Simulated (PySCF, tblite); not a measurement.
# C₄H₁₄NPSi₂: geometry, infrared bands and NMR shifts

Aim: predict the infrared bands and NMR shifts of C₄H₁₄NPSi₂ (`C=CP(CC)N([SiH3])[SiH3]`).

Computed with tblite 0.8.0 and PySCF 2.14.0, with density-fitted response routines of our own, on a single molecule in the gas phase. Atoms count from 0, in the outputs and in this text.

### Step 1. The molecule as given

22 atoms, charge 0, multiplicity 1; geometry from: force field or distance geometry start.

Bonds of the start (Å): C0–C1 1.33, C1–P2 1.78, P2–C3 1.80, C3–C4 1.51, P2–N5 1.73, N5–Si6 1.80, N5–Si7 1.79, C0–H8 1.07, C0–H9 1.07, C1–H10 1.11, C3–H11 1.11, C3–H12 1.11, C4–H13 1.12, C4–H14 1.10, C4–H15 1.11, Si6–H16 1.48, Si6–H17 1.48, Si6–H18 1.47, Si7–H19 1.48, Si7–H20 1.47, Si7–H21 1.46.

### Step 2. Geometry optimisation with GFN2-xTB

The job: settings as JSON, then the geometry in Å.

```
{"job": {"kind": "relax", "xc": "GFN2-xTB", "basis": "xTB"}, "charge": 0, "multiplicity": 1}
C     -1.138300     2.729500    -0.023400
C     -0.514100     1.781700     0.672000
P     -0.395500     0.103400     0.081300
C     -1.901600    -0.754500    -0.387400
C     -1.935300    -2.243900    -0.118300
N      1.148400    -0.600400    -0.250900
Si     2.069000    -0.641700     1.297300
Si     2.172800     0.327000    -1.396000
H     -1.179100     3.723600     0.383600
H     -1.614800     2.524900    -0.958100
H     -0.046300     2.033000     1.648300
H     -2.786700    -0.344100     0.149500
H     -2.142900    -0.612300    -1.461100
H     -3.004600    -2.545800    -0.293900
H     -1.701400    -2.530200     0.916400
H     -1.351100    -2.824700    -0.867400
H      1.230500    -0.010000     2.343900
H      3.330400     0.102200     1.108600
H      2.387400    -2.039800     1.602900
H      1.389300     0.694600    -2.600200
H      2.648600     1.585100    -0.796700
H      3.325100    -0.438400    -1.852700
```

Command:

```
> OMP_NUM_THREADS=1 python probes_run.py task.json out
```

The driver reads the jobs from task.json and runs them one after another.

**Question.** This job is followed by: GFN2-xTB harmonic vibrations, gas phase; GIAO PBE0/pcSseg-1 NMR shielding, non-relativistic, gas phase. What will the session give for the following? strongest single infrared mode (GFN2-xTB); zero-point energy (GFN2-xTB); 13C shifts against TMS (PBE0/pcSseg-1); 1H shifts against TMS (PBE0/pcSseg-1, means over atoms taken as alike); 31P shifts against H3PO4 (PBE0/pcSseg-1); 15N shifts against NH3 (PBE0/pcSseg-1); 29Si shifts against TMS (PBE0/pcSseg-1, means over atoms taken as alike).

The runs gave:

```
                                                                quantity                                   value
                               strongest single infrared mode (GFN2-xTB)                    803 cm⁻¹, 746 km/mol
                                            zero-point energy (GFN2-xTB)                          100.9 kcal/mol
                                  13C shifts against TMS (PBE0/pcSseg-1)            157.8, 128.3, 32.8, 11.6 ppm
  1H shifts against TMS (PBE0/pcSseg-1, means over atoms taken as alike)  6.75, 6.04, 5.51, 4.74, 1.76, 1.37 ppm
                                31P shifts against H3PO4 (PBE0/pcSseg-1)                                41.4 ppm
                                  15N shifts against NH3 (PBE0/pcSseg-1)                                -6.8 ppm
29Si shifts against TMS (PBE0/pcSseg-1, means over atoms taken as alike)                               -53.7 ppm
```

What this shows: Relaxing lowered the energy by 3.033 eV in 195 steps; the close pair that moved most is P2–C3, from 1.796 to 1.869 Å. No mode is imaginary among the 60: a minimum at this level. The strongest single mode, at 803 cm⁻¹, has its largest shares on H18, H16, H21 and H20 (the list is cut at 4 atoms). GFN2-xTB is a fitted tight-binding method: band positions and strengths are rough. Its intensities can rank the bands wrongly. The most deshielded carbon is C1 (alkene CH), at 157.8 ppm: as expected for a trigonal carbon in a double bond. H10 (hydrogen on an alkene CH) lies farthest downfield among hydrogen, at 6.75 ppm; attached to an sp2 carbon and in the plane of the double bond.
